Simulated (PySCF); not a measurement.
# UTPSS/cc-pVDZ run of C2HCl2Si (SMILES C#C[Si](Cl)Cl)

Aim: the energy change on altering one bond length of C2HCl2Si at UTPSS/cc-pVDZ, from 2 runs. The job is set up through a Python script.

Program for the calculation: PySCF 2.14.0.

1 further run of the same task is left out (set aside as unsound or not needed).

**1. The system as given**

C2HCl2Si has 6 atoms, charge 0, and is taken as a doublet. SMILES: `C#C[Si](Cl)Cl`. The shape is that of a PBE0-D4/def2-TZVP optimisation.

Bond lengths: C1–C2 1.208 Å, C2–Si3 1.804 Å, Si3–Cl4 2.043 Å, Si3–Cl5 2.043 Å, C1–H6 1.066 Å. Angles: C1–C2–Si3 172.9°, C2–Si3–Cl4 109.7°, C2–Si3–Cl5 109.7°, Cl4–Si3–Cl5 110.2°, C2–C1–H6 179.0°.

**2. A single-point energy at UTPSS/cc-pVDZ**

calc.py reads:

```python
from pyscf import gto, dft

molecule = gto.M(
    atom=[
    ('C', (1.324500, 0.483500, 1.111500)),
    ('C', (0.521500, 0.095400, 0.297200)),
    ('Si', (-0.504400, -0.583800, -1.021800)),
    ('Cl', (-1.914000, -1.830600, -0.226100)),
    ('Cl', (-1.406000, 0.937000, -2.046300)),
    ('H', (2.020400, 0.834500, 1.839400)),
],
    max_memory=1860,
    basis='cc-pvdz',
    charge=0,
    spin=1,
    verbose=3,
)

ks = dft.UKS(molecule)
ks.xc = 'tpss'
ks.grids.level = 5
ks.conv_tol = 1e-10
ks.kernel()
if not ks.converged:
    ks = ks.newton().run(ks.mo_coeff, ks.mo_occ)

e_final = ks.e_tot
print('E = %.10f Eh' % e_final)
```

Run with:

```bash
$ OMP_NUM_THREADS=1 python calc.py
```

Log:

```text
WARN: HOMO -0.187581190385096 >= LUMO -0.187581190385097

converged SCF energy = -1286.78199090195  <S^2> = 0.752743  2S+1 = 2.0027411
E = -1286.7819909020 Eh
```

Wall time 89 s (1 thread of Arm Neoverse V1, shared host); peak memory 0.51 GiB.

**3. The distorted shape**

input.py reads:

```python
from pyscf import gto, dft

mol = gto.Mole()
mol.atom = '''
C      3.084558     1.298743     2.848214
C      1.567108     0.565340     1.309410
Si    -0.953178    -1.103222    -1.930922
Cl    -3.616936    -3.459333    -0.427267
Cl    -2.656955     1.770673    -3.866947
H      4.399619     1.962036     4.223746
'''
mol.verbose = 4
mol.basis = 'cc-pvdz'
mol.spin = 1
mol.unit = 'bohr'
mol.max_memory = 1860
mol.charge = 0
mol.build()

myscf = dft.UKS(mol)
myscf.xc = 'tpss'
myscf.conv_tol = 1e-10
myscf.grids.level = 5
myscf.kernel()
if not myscf.converged:
    myscf = myscf.newton().run(myscf.mo_coeff, myscf.mo_occ)

e_final = myscf.e_tot
print('Final energy', e_final)
```

Run with:

```bash
$ OMP_NUM_THREADS=1 python input.py
```

Log:

```text
PySCF version 2.14.0

[INPUT] num. atoms = 6
[INPUT] num. electrons = 61
[INPUT] charge = 0
[INPUT] spin (= nelec alpha-beta = 2S) = 1
[INPUT] symmetry False subgroup None
[INPUT] Mole.unit = bohr
[INPUT] Symbol           X                Y                Z      unit          X                Y                Z       unit  Magmom
[INPUT]  1 C      1.632277799361   0.687265198442   1.507209940623 AA    3.084558000000   1.298743000000   2.848214000000 Bohr   0.0
[INPUT]  2 C      0.829277840650   0.299165044422   0.692909931751 AA    1.567108000000   0.565340000000   1.309410000000 Bohr   0.0
[INPUT]  3 Si    -0.504400075550  -0.583799940986  -1.021799918464 AA   -0.953178000000  -1.103222000000  -1.930922000000 Bohr   0.0
[INPUT]  4 Cl    -1.914000104556  -1.830600188584  -0.226099959378 AA   -3.616936000000  -3.459333000000  -0.427267000000 Bohr   0.0
[INPUT]  5 Cl    -1.406000036440   0.936999799591  -2.046300228235 AA   -2.656955000000   1.770673000000  -3.866947000000 Bohr   0.0
[INPUT]  6 H      2.328178111531   1.038264738205   2.235110127915 AA    4.399619000000   1.962036000000   4.223746000000 Bohr   0.0

nuclear repulsion = 278.428942195786
number of shells = 28
number of NR pGTOs = 182
number of NR cGTOs = 87
basis = cc-pvdz
ecp = {}

[... 35 lines left out ...]
WARN: HOMO -0.202638427705323 >= LUMO -0.202638427705326
[... 62 lines left out ...]
converged SCF energy = -1286.73405326699  <S^2> = 0.75375376  2S+1 = 2.0037502
Final energy -1286.7340532669896
```

It took 95 s on 1 thread of Arm Neoverse V1, shared host; peak memory 0.51 GiB.

**4. Summary of results**

Level: UTPSS/cc-pVDZ.

| quantity | value |
| --- | --- |
| first shape: total energy | -1286.78199 Eh |
| first shape: dipole moment | 1.87 D |
| first shape: HOMO energy (highest over α and β) | -5.61 eV |
| first shape: LUMO energy (lowest over α and β) | -3.86 eV |
| first shape: ⟨S²⟩ | 0.753 |
| distorted shape: total energy | -1286.73405 Eh |
| distorted shape: dipole moment | 0.85 D |
| distorted shape: HOMO energy (highest over α and β) | -6.28 eV |
| distorted shape: LUMO energy (lowest over α and β) | -4.67 eV |
| distorted shape: ⟨S²⟩ | 0.754 |
| energy change with the C2–Si3 bond stretched from 1.804 to 2.345 Å | 1.304 eV |

In words: With the C2–Si3 bond stretched from 1.804 to 2.345 Å the energy rises by 1.30 eV (126 kJ/mol). The first shape isn't relaxed at this level, so the change isn't measured from a minimum. Mulliken charges (first shape) run from -0.17 on Cl5 to +0.44 on Si3; they depend strongly on the basis. Mulliken charges (distorted shape) run from -0.16 on C2 to +0.56 on Si3.
